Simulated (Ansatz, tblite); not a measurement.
# The cluster In₂As₃: rung by rung

How do method and basis change the picture of the cluster In₂As₃ (doublet)?

Computed with Ansatz 0.2.0, Gaussian basis. Level: as each input shows.

Plan: GFN1-xTB, GFN2-xTB, PBE-D4/def2-TZVP, r2SCAN-D4/def2-TZVP, HF/def2-TZVP, r2SCAN0-D4/def2-TZVP, PBE-D4/def2-SVP, PBE0-D4/def2-SVP, PBE0-D4/def2-TZVPD, PBE-D4/def2-TZVPD, r2SCAN-D4/def2-TZVPD, MP2/def2-TZVP, RPA/def2-TZVP.

3 further runs of the same task are left out: 3 set aside as unsound or not needed.

### 1 The relaxed structure

The doublet was relaxed beforehand with r2SCAN-D4/def2-SVP. At that level it is the lowest of the isomers that a small search found.

5 atoms, charge 0, spin multiplicity 2.

Bond lengths: In1–As3 2.861 Å, In1–As5 2.861 Å, In2–As3 2.861 Å, In2–As5 2.860 Å, As3–As4 2.397 Å, As3–As5 2.573 Å, As4–As5 2.397 Å. Angles: As3–In1–As5 53.4°, As3–In2–As5 53.4°, In1–As3–In2 126.3°, In1–As3–As4 78.2°, In1–As3–As5 63.3°, In2–As3–As4 78.2°, In2–As3–As5 63.3°, As4–As3–As5 57.5°, As3–As4–As5 64.9°, In1–As5–In2 126.3°, In1–As5–As3 63.3°, In1–As5–As4 78.2°, In2–As5–As3 63.3°, In2–As5–As4 78.2°, As3–As5–As4 57.5°.

In takes a core potential in the def2 sets. No spin-orbit coupling is included.

PBE0-D4/def2-TZVP was run before; its log isn't repeated, and its numbers join the tables.

### 2 GFN1-xTB

Tight binding, by tblite at 300 K electronic temperature and without a spin-polarisation term:

```python
tblite.interface.Calculator('GFN1-xTB', numbers, positions, charge=0, uhf=1).singlepoint()
```

Energy -276.8472 eV; 0.005 s.

### 3 GFN2-xTB

Tight binding, by tblite at 300 K electronic temperature and without a spin-polarisation term:

```python
tblite.interface.Calculator('GFN2-xTB', numbers, positions, charge=0, uhf=1).singlepoint()
```

Energy -261.0576 eV; 0.006 s.

### 4 PBE-D4/def2-TZVP

start.molden holds the orbitals of an earlier run on this state, given as this run's starting guess.

The input, in.yaml:

```yaml
crystal:
  periodic: [false, false, false]
  atoms:
    - {symbol: In, position_ang: [-1.529788, -0.747168, 1.960542]}
    - {symbol: In, position_ang: [2.180698, 0.383378, -1.356483]}
    - {symbol: As, position_ang: [0.377856, 1.021492, 0.770767]}
    - {symbol: As, position_ang: [-1.131545, 0.632325, -1.050011]}
    - {symbol: As, position_ang: [0.102779, -1.290027, -0.324816]}
basis:
  gaussian: {orbitals: def2-TZVP, initial_orbitals: start.molden}
magnetization: {spin_polarized: true, initial_magnetization: 1}
hamiltonian: {xc: pbe, dispersion: d4}
scf: {omitted_lower_state_checks: [starts]}
output: {orbitals: {seedname: orbitals}}
```

Run with:

```
$ ansatz run in.yaml --threads 4 --pin off --events-out ev --progress --plain --max-ram 8704MiB
```

Output:

```text
Functional definition: PBE
  name "PBE"
  cite "Perdew, Burke & Ernzerhof, Phys. Rev. Lett. 77, 3865 (1996) doi:10.1103/PhysRevLett.77.3865"
  parent pbe
  parameter kappa = 0.804
  parameter beta = 0.06672455060314922
  exchange = pbe_x(kappa = kappa, mu = beta*pi^2/3)
  correlation = pbe_c(beta = beta)
these checks for a lower state are left out or cut short: starts
1895 factors; their error is unknown
mean field evaluation 1: about -192848.9759 eV, gradient 1.0e1 eV
mean field evaluation 2: about -192849.1664 eV, gradient 2.7e-1 eV
mean field evaluation 4: about -192849.1540 eV, gradient 8.8e-2 eV
mean field evaluation 8: about -192849.1540 eV, gradient 2.0e-5 eV
mean field -192849.15402043 eV, -7087.0756923995 hartree, gradient 2.0e-5 eV, S^2 0.755305; 0 other end points of the search recorded, 0 dependent functions left out
reference -192849.15407165 eV, -7087.0756942814 hartree; 71, 70 occupied and 173, 174 virtual orbitals, 1895 factors
Total energy: -192849.54461558 eV, -7087.0900465064 hartree
Checks for a lower state left out: starts
```

It took 7.5 s on 4 threads of Arm Neoverse V2, shared host; peak memory 0.57 GiB.

HOMO -4.50 eV, LUMO -4.02 eV (over both spins); ⟨S²⟩ 0.755 (pure: 0.75).

### 5 r2SCAN-D4/def2-TZVP

Changes to in.yaml since step 4:

```diff
@@ -11,3 +11,3 @@
 magnetization: {spin_polarized: true, initial_magnetization: 1}
-hamiltonian: {xc: pbe, dispersion: d4}
+hamiltonian: {xc: r2scan, dispersion: d4}
 scf: {omitted_lower_state_checks: [starts]}
```

The command is unchanged.

Output:

```text
Functional definition: r2SCAN
  name "r2SCAN"
  cite "Furness, Kaplan, Ning, Perdew & Sun, J. Phys. Chem. Lett. 11, 8208 (2020) doi:10.1021/acs.jpclett.0c02405"
  cite "Furness, Kaplan, Ning, Perdew & Sun, J. Phys. Chem. Lett. 11, 9248 (2020) doi:10.1021/acs.jpclett.0c03077"
  parent r2scan
  parameter k0 = 0.174
  parameter k1 = 0.065
  parameter a1 = 4.9479
  exchange = r2scan_x(k0 = k0, k1 = k1, a1 = a1)
  correlation = r2scan_c
these checks for a lower state are left out or cut short: starts
1895 factors; their error is unknown
mean field evaluation 1: about -192879.0302 eV, gradient 7.7e0 eV
mean field evaluation 2: about -192879.1253 eV, gradient 1.5e-1 eV
mean field evaluation 4: about -192879.1166 eV, gradient 3.4e-3 eV
mean field -192879.11660135 eV, -7088.1767969389 hartree, gradient 2.0e-5 eV, S^2 0.766932; 0 other end points of the search recorded, 0 dependent functions left out
reference -192879.11662600 eV, -7088.1767978445 hartree; 71, 70 occupied and 173, 174 virtual orbitals, 1895 factors
Total energy: -192879.18494193 eV, -7088.1793084086 hartree
Checks for a lower state left out: starts
```

Wall time 19 s (4 threads of Arm Neoverse V2, shared host); peak memory 0.67 GiB.

HOMO -4.80 eV, LUMO -3.96 eV (over both spins); ⟨S²⟩ 0.767 (pure: 0.75).

### 6 HF/def2-TZVP

Changes to in.yaml since step 5:

```diff
@@ -11,4 +11,4 @@
 magnetization: {spin_polarized: true, initial_magnetization: 1}
-hamiltonian: {xc: r2scan, dispersion: d4}
+hamiltonian: {xc: hf}
 scf: {omitted_lower_state_checks: [starts]}
-output: {orbitals: {seedname: orbitals}}
+output: {forces: true, orbitals: {seedname: orbitals}}
```

Same command.

Output, shortened:

```text
Functional definition: HF
  name "HF"
  cite "Fock, Z. Phys. 61, 126 (1930) doi:10.1007/BF01340294"
  parent pbe
[...]
1953 factors; integrals over basis functions are off by at most 6.5e-4 eV
[...]
mean field -192688.03185120 eV, -7081.1545618925 hartree, gradient 3.1e-5 eV, S^2 0.833129; 0 other end points of the search recorded, 0 dependent functions left out
[...]
reference -192688.03185120 eV, -7081.1545618925 hartree; 71, 70 occupied and 173, 174 virtual orbitals, 1953 factors
Total energy: -192688.03185120 eV, -7081.1545618925 hartree
Atom 0 at    -1.529788    -0.747168     1.960542 Å, force    -0.233776    -0.177353     0.432913 eV/Å
Atom 1 at     2.180698     0.383378    -1.356483 Å, force     0.479515     0.040146    -0.204988 eV/Å
Atom 2 at     0.377856     1.021492     0.770767 Å, force    -0.056154    -0.148888    -0.113329 eV/Å
Atom 3 at    -1.131545     0.632325    -1.050011 Å, force    -0.173656     0.097313    -0.161491 eV/Å
Atom 4 at     0.102779    -1.290027    -0.324816 Å, force    -0.015930     0.188783     0.046894 eV/Å
Dipole moment:     0.113232    -0.063314     0.105121 e Å
Checks for a lower state left out: starts
```

Wall time 20 s (4 threads of Arm Neoverse V2, shared host); peak memory 1.5 GiB.

HOMO -7.04 eV, LUMO -0.42 eV (over both spins); ⟨S²⟩ 0.833 (pure: 0.75).

### 7 r2SCAN0-D4/def2-TZVP

Changes to in.yaml since step 6:

```diff
@@ -11,4 +11,4 @@
 magnetization: {spin_polarized: true, initial_magnetization: 1}
-hamiltonian: {xc: hf}
+hamiltonian: {xc: {name: r2SCAN0}, dispersion: d4}
 scf: {omitted_lower_state_checks: [starts]}
-output: {forces: true, orbitals: {seedname: orbitals}}
+output: {orbitals: {seedname: orbitals}}
```

Launched as before.

Output, shortened:

```text
Functional definition: r2SCAN0
  name "r2SCAN0"
  cite "Bursch, Neugebauer, Ehlert & Grimme, J. Chem. Phys. 156, 134105 (2022) doi:10.1063/5.0086040"
  cite "Furness, Kaplan, Ning, Perdew & Sun, J. Phys. Chem. Lett. 11, 8208 (2020) doi:10.1021/acs.jpclett.0c02405"
  cite "Furness, Kaplan, Ning, Perdew & Sun, J. Phys. Chem. Lett. 11, 9248 (2020) doi:10.1021/acs.jpclett.0c03077"
  parent r2scan
[...]
1953 factors; integrals over basis functions are off by at most 6.5e-4 eV
[...]
mean field -192875.99477984 eV, -7088.0620721143 hartree, gradient 3.2e-5 eV, S^2 0.777148; 0 other end points of the search recorded, 0 dependent functions left out
reference -192875.99479874 eV, -7088.0620728090 hartree; 71, 70 occupied and 173, 174 virtual orbitals, 1953 factors
Total energy: -192876.08901944 eV, -7088.0655353559 hartree
Checks for a lower state left out: starts
```

Run time: 26 s. Hardware: 4 threads of Arm Neoverse V2, shared host; peak memory 1.4 GiB.

From the report: HOMO -5.56 eV, LUMO -3.33 eV (over both spins); ⟨S²⟩ 0.777 (pure: 0.75).

### 8 PBE-D4/def2-SVP

Changes to in.yaml since step 7:

```diff
@@ -9,5 +9,5 @@
 basis:
-  gaussian: {orbitals: def2-TZVP, initial_orbitals: start.molden}
+  gaussian: {orbitals: def2-SVP, initial_orbitals: start.molden}
 magnetization: {spin_polarized: true, initial_magnetization: 1}
-hamiltonian: {xc: {name: r2SCAN0}, dispersion: d4}
+hamiltonian: {xc: pbe, dispersion: d4}
 scf: {omitted_lower_state_checks: [starts]}
```

The command is unchanged.

Output:

```text
Functional definition: PBE
  name "PBE"
  cite "Perdew, Burke & Ernzerhof, Phys. Rev. Lett. 77, 3865 (1996) doi:10.1103/PhysRevLett.77.3865"
  parent pbe
  parameter kappa = 0.804
  parameter beta = 0.06672455060314922
  exchange = pbe_x(kappa = kappa, mu = beta*pi^2/3)
  correlation = pbe_c(beta = beta)
these checks for a lower state are left out or cut short: starts
1721 factors; their error is unknown
mean field evaluation 1: about -192825.9886 eV, gradient 2.3e1 eV
mean field evaluation 2: about -192826.3321 eV, gradient 5.8e-1 eV
mean field evaluation 4: about -192826.2341 eV, gradient 6.1e-2 eV
mean field evaluation 8: about -192826.2342 eV, gradient 2.1e-5 eV
mean field -192826.23415133 eV, -7086.2334027456 hartree, gradient 2.1e-5 eV, S^2 0.754809; 0 other end points of the search recorded, 0 dependent functions left out
reference -192826.23419074 eV, -7086.2334041939 hartree; 71, 70 occupied and 77, 78 virtual orbitals, 1721 factors
Total energy: -192826.62473468 eV, -7086.2477564189 hartree
Checks for a lower state left out: starts
```

Wall time 3.5 s (4 threads of Arm Neoverse V2, shared host).

Report: HOMO -4.48 eV, LUMO -4.01 eV (over both spins); ⟨S²⟩ 0.755 (pure: 0.75).

### 9 PBE0-D4/def2-SVP

Changes to in.yaml since step 8:

```diff
@@ -11,3 +11,3 @@
 magnetization: {spin_polarized: true, initial_magnetization: 1}
-hamiltonian: {xc: pbe, dispersion: d4}
+hamiltonian: {xc: pbe0, dispersion: d4}
 scf: {omitted_lower_state_checks: [starts]}
```

Same command.

Output:

```text
Functional definition: PBE0
  name "PBE0"
  cite "Adamo & Barone, J. Chem. Phys. 110, 6158 (1999) doi:10.1063/1.478522"
  cite "Perdew, Burke & Ernzerhof, Phys. Rev. Lett. 77, 3865 (1996) doi:10.1103/PhysRevLett.77.3865"
  parent pbe
  parameter a = 0.25
  parameter kappa = 0.804
  parameter beta = 0.06672455060314922
  exchange = (1 - a)*pbe_x(kappa = kappa, mu = beta*pi^2/3) + a*exact_x
  correlation = pbe_c(beta = beta)
these checks for a lower state are left out or cut short: starts
1626 factors; integrals over basis functions are off by at most 4.6e-4 eV
mean field evaluation 1: about -192830.8230 eV, gradient 2.2e1 eV
mean field evaluation 2: about -192830.9649 eV, gradient 2.1e-1 eV
mean field evaluation 4: about -192830.9771 eV, gradient 6.0e-4 eV
mean field -192830.97711610 eV, -7086.4077034859 hartree, gradient 2.3e-5 eV, S^2 0.764160; 0 other end points of the search recorded, 0 dependent functions left out
reference -192830.97714550 eV, -7086.4077045663 hartree; 71, 70 occupied and 77, 78 virtual orbitals, 1626 factors
Total energy: -192831.31148960 eV, -7086.4199914854 hartree
Checks for a lower state left out: starts
```

It took 6.5 s on 4 threads of Arm Neoverse V2, shared host; peak memory 0.84 GiB.

Report: HOMO -5.33 eV, LUMO -3.41 eV (over both spins); ⟨S²⟩ 0.764 (pure: 0.75).

### 10 PBE0-D4/def2-TZVPD

Changes to in.yaml since step 9:

```diff
@@ -9,3 +9,3 @@
 basis:
-  gaussian: {orbitals: def2-SVP, initial_orbitals: start.molden}
+  gaussian: {orbitals: def2-TZVPD, initial_orbitals: start.molden}
 magnetization: {spin_polarized: true, initial_magnetization: 1}
```

The command is unchanged.

Output:

```text
Functional definition: PBE0
  name "PBE0"
  cite "Adamo & Barone, J. Chem. Phys. 110, 6158 (1999) doi:10.1063/1.478522"
  cite "Perdew, Burke & Ernzerhof, Phys. Rev. Lett. 77, 3865 (1996) doi:10.1103/PhysRevLett.77.3865"
  parent pbe
  parameter a = 0.25
  parameter kappa = 0.804
  parameter beta = 0.06672455060314922
  exchange = (1 - a)*pbe_x(kappa = kappa, mu = beta*pi^2/3) + a*exact_x
  correlation = pbe_c(beta = beta)
these checks for a lower state are left out or cut short: starts
2051 factors; integrals over basis functions are off by at most 6.6e-4 eV
mean field evaluation 1: about -192853.7501 eV, gradient 7.3e0 eV
mean field evaluation 2: about -192853.7819 eV, gradient 8.5e-2 eV
mean field evaluation 4: about -192853.8781 eV, gradient 8.0e-4 eV
mean field -192853.87812540 eV, -7087.2493000548 hartree, gradient 2.5e-5 eV, S^2 0.764898; 0 other end points of the search recorded, 0 dependent functions left out
reference -192853.87817005 eV, -7087.2493016956 hartree; 71, 70 occupied and 203, 204 virtual orbitals, 2051 factors
Total energy: -192854.21251415 eV, -7087.2615886148 hartree
Checks for a lower state left out: starts
```

Run time: 17 s. Hardware: 4 threads of Arm Neoverse V2, shared host; peak memory 1.6 GiB.

HOMO -5.34 eV, LUMO -3.40 eV (over both spins); ⟨S²⟩ 0.765 (pure: 0.75).

### 11 PBE-D4/def2-TZVPD

Changes to in.yaml since step 10:

```diff
@@ -11,3 +11,3 @@
 magnetization: {spin_polarized: true, initial_magnetization: 1}
-hamiltonian: {xc: pbe0, dispersion: d4}
+hamiltonian: {xc: pbe, dispersion: d4}
 scf: {omitted_lower_state_checks: [starts]}
```

The command is unchanged.

Output:

```text
Functional definition: PBE
  name "PBE"
  cite "Perdew, Burke & Ernzerhof, Phys. Rev. Lett. 77, 3865 (1996) doi:10.1103/PhysRevLett.77.3865"
  parent pbe
  parameter kappa = 0.804
  parameter beta = 0.06672455060314922
  exchange = pbe_x(kappa = kappa, mu = beta*pi^2/3)
  correlation = pbe_c(beta = beta)
these checks for a lower state are left out or cut short: starts
2083 factors; their error is unknown
mean field evaluation 1: about -192848.9840 eV, gradient 1.3e1 eV
mean field evaluation 2: about -192849.2073 eV, gradient 3.6e-1 eV
mean field evaluation 4: about -192849.1886 eV, gradient 7.8e-2 eV
mean field evaluation 8: about -192849.1886 eV, gradient 2.2e-5 eV
mean field -192849.18862723 eV, -7087.0769641758 hartree, gradient 2.2e-5 eV, S^2 0.755301; 0 other end points of the search recorded, 0 dependent functions left out
reference -192849.18868513 eV, -7087.0769663035 hartree; 71, 70 occupied and 203, 204 virtual orbitals, 2083 factors
Total energy: -192849.57922907 eV, -7087.0913185285 hartree
Checks for a lower state left out: starts
```

Wall time 12 s (4 threads of Arm Neoverse V2, shared host); peak memory 0.73 GiB.

From the report: HOMO -4.52 eV, LUMO -4.03 eV (over both spins); ⟨S²⟩ 0.755 (pure: 0.75).

### 12 r2SCAN-D4/def2-TZVPD

Changes to in.yaml since step 11:

```diff
@@ -11,3 +11,3 @@
 magnetization: {spin_polarized: true, initial_magnetization: 1}
-hamiltonian: {xc: pbe, dispersion: d4}
+hamiltonian: {xc: r2scan, dispersion: d4}
 scf: {omitted_lower_state_checks: [starts]}
```

Same command.

Output:

```text
Functional definition: r2SCAN
  name "r2SCAN"
  cite "Furness, Kaplan, Ning, Perdew & Sun, J. Phys. Chem. Lett. 11, 8208 (2020) doi:10.1021/acs.jpclett.0c02405"
  cite "Furness, Kaplan, Ning, Perdew & Sun, J. Phys. Chem. Lett. 11, 9248 (2020) doi:10.1021/acs.jpclett.0c03077"
  parent r2scan
  parameter k0 = 0.174
  parameter k1 = 0.065
  parameter a1 = 4.9479
  exchange = r2scan_x(k0 = k0, k1 = k1, a1 = a1)
  correlation = r2scan_c
these checks for a lower state are left out or cut short: starts
2083 factors; their error is unknown
mean field evaluation 1: about -192879.0382 eV, gradient 1.1e1 eV
mean field evaluation 2: about -192879.1650 eV, gradient 2.2e-1 eV
mean field evaluation 4: about -192879.1489 eV, gradient 8.7e-2 eV
mean field evaluation 8: about -192879.1489 eV, gradient 1.5e-5 eV
mean field -192879.14892495 eV, -7088.1779848093 hartree, gradient 1.5e-5 eV, S^2 0.766979; 0 other end points of the search recorded, 0 dependent functions left out
reference -192879.14895824 eV, -7088.1779860327 hartree; 71, 70 occupied and 203, 204 virtual orbitals, 2083 factors
Total energy: -192879.21727417 eV, -7088.1804965967 hartree
Checks for a lower state left out: starts
```

Wall time 23 s (4 threads of Arm Neoverse V2, shared host); peak memory 0.83 GiB.

From the report: HOMO -4.81 eV, LUMO -3.97 eV (over both spins); ⟨S²⟩ 0.767 (pure: 0.75).

### 13 MP2/def2-TZVP

Changes to in.yaml since step 12:

```diff
@@ -9,5 +9,5 @@
 basis:
-  gaussian: {orbitals: def2-TZVPD, initial_orbitals: start.molden}
+  gaussian: {orbitals: def2-TZVP, initial_orbitals: start.molden}
 magnetization: {spin_polarized: true, initial_magnetization: 1}
-hamiltonian: {xc: r2scan, dispersion: d4}
+correlation: {method: mp2}
 scf: {omitted_lower_state_checks: [starts]}
```

The command is unchanged.

Output:

```text
Functional definition: HF
  name "HF"
  cite "Fock, Z. Phys. 61, 126 (1930) doi:10.1007/BF01340294"
  parent pbe
  exchange = exact_x
  correlation = 0
these checks for a lower state are left out or cut short: starts
1953 factors; integrals over basis functions are off by at most 6.5e-4 eV
mean field evaluation 1: about -192686.2418 eV, gradient 2.8e1 eV
mean field evaluation 2: about -192687.6117 eV, gradient 1.8e0 eV
mean field evaluation 4: about -192688.0181 eV, gradient 1.2e0 eV
mean field evaluation 8: about -192688.0319 eV, gradient 9.0e-4 eV
mean field -192688.03185120 eV, -7081.1545618925 hartree, gradient 2.8e-6 eV, S^2 0.833130; 0 other end points of the search recorded, 0 dependent functions left out
35 core orbitals not correlated: weight in the atoms' cores, before any rotation towards them, 1.000 or more for the frozen orbitals, at most 0.000 for the correlated occupied ones
reference -192688.03185120 eV, -7081.1545618925 hartree; 36, 35 occupied and 173, 174 virtual orbitals, 1953 factors
second order -36.38116502 eV of doubles, -0.00000000 eV of singles
Total energy: -192724.41301622 eV, -7082.4915450469 hartree
Checks for a lower state left out: starts
```

Run time: 23 s. Hardware: 4 threads of Arm Neoverse V2, shared host; peak memory 1.5 GiB.

Report: Hartree-Fock HOMO -7.04 eV, LUMO -0.42 eV (over both spins); ⟨S²⟩ 0.833 (pure: 0.75).

### 14 RPA/def2-TZVP

Changes to in.yaml since step 13:

```diff
@@ -11,4 +11,4 @@
 magnetization: {spin_polarized: true, initial_magnetization: 1}
-correlation: {method: mp2}
+hamiltonian: {xc: pbe}
+correlation: {method: rpa}
 scf: {omitted_lower_state_checks: [starts]}
-output: {orbitals: {seedname: orbitals}}
```

Launched as before.

Output, shortened:

```text
Functional definition: PBE
  name "PBE"
  cite "Perdew, Burke & Ernzerhof, Phys. Rev. Lett. 77, 3865 (1996) doi:10.1103/PhysRevLett.77.3865"
  parent pbe
[...]
1953 factors; integrals over basis functions are off by at most 6.5e-4 eV
[...]
mean field -192849.15401692 eV, -7087.0756922703 hartree, gradient 2.8e-6 eV, S^2 0.755305; 0 other end points of the search recorded, 0 dependent functions left out
35 core orbitals not correlated: weight in the atoms' cores, before any rotation towards them, 1.000 or more for the frozen orbitals, at most 0.000 for the correlated occupied ones
reference -192685.25400627 eV, -7081.0524779744 hartree; 36, 35 occupied and 173, 174 virtual orbitals, 1953 factors
Total energy: -192736.25459019 eV, -7082.9267148639 hartree
Checks for a lower state left out: starts
```

It took 17 s on 4 threads of Arm Neoverse V2, shared host; peak memory 1 GiB.

From the report: ⟨S²⟩ 0.755 (pure: 0.75).

### 15 Comparison

```
               level  functions  HOMO (eV)  LUMO (eV)  gap (eV)   ⟨S²⟩   time
        HF/def2-TZVP        244      -7.04      -0.42      6.62  0.833   20 s
     PBE-D4/def2-SVP        148      -4.48      -4.01      0.47  0.755  3.5 s
    PBE-D4/def2-TZVP        244      -4.50      -4.02      0.48  0.755  7.5 s
   PBE-D4/def2-TZVPD        274      -4.52      -4.03      0.48  0.755   12 s
 r2SCAN-D4/def2-TZVP        244      -4.80      -3.96      0.84  0.767   19 s
r2SCAN-D4/def2-TZVPD        274      -4.81      -3.97      0.84  0.767   23 s
    PBE0-D4/def2-SVP        148      -5.33      -3.41      1.92  0.764  6.5 s
   PBE0-D4/def2-TZVP        244      -5.33      -3.39      1.94  0.765   15 s
  PBE0-D4/def2-TZVPD        274      -5.34      -3.40      1.94  0.765   17 s
r2SCAN0-D4/def2-TZVP        244      -5.56      -3.33      2.23  0.777   26 s
```

The pieces so far (eV):

```
    basis            HF  MP2 correlation               total
def2-TZVP  -192688.0319         -36.3812  -192724.4130 (MP2)
```

### 16 Binding energy

Free atoms were run apart at each level; binding is atoms less cluster, divided by the number of atoms, without zero-point or spin-orbit terms.

```
               level  binding an atom (eV)
        HF/def2-TZVP                 0.827
     PBE-D4/def2-SVP                 2.390
    PBE-D4/def2-TZVP                 2.420
   PBE-D4/def2-TZVPD                 2.422
 r2SCAN-D4/def2-TZVP                 2.276
r2SCAN-D4/def2-TZVPD                 2.278
    PBE0-D4/def2-SVP                 2.221
   PBE0-D4/def2-TZVP                 2.261
  PBE0-D4/def2-TZVPD                 2.263
r2SCAN0-D4/def2-TZVP                 2.155
       RPA/def2-TZVP                 2.030
       MP2/def2-TZVP                 2.203
```

### 17 What came out

| quantity | value |
| --- | --- |
| gap in def2-TZVP, named functionals and Hartree-Fock, smallest and largest | 0.48 eV (PBE-D4), 6.62 eV (HF) |
| correlation energy, MP2/def2-TZVP | -36.38 eV |
| binding an atom, functionals in def2-TZVP | 2.16 (r2SCAN0-D4) to 2.42 eV (PBE-D4) |
| ⟨S²⟩ in def2-TZVP, named functionals and Hartree-Fock, smallest and largest | 0.755, 0.833 |
| PBE0 total energy, smallest basis above largest | 22.90 eV (def2-SVP, def2-TZVPD) |

What this shows: Over the named functionals and Hartree-Fock in def2-TZVP the gap runs from 0.48 eV (PBE-D4) to 6.62 eV (HF); exact exchange widens it. Over the named functionals and Hartree-Fock in def2-TZVP spin contamination reaches 0.08 (HF), which is small.

The slowest run with a step of its own, r2SCAN0-D4/def2-TZVP, took 26 s; the quickest functional in def2-TZVP took 7.5 s (shared host).
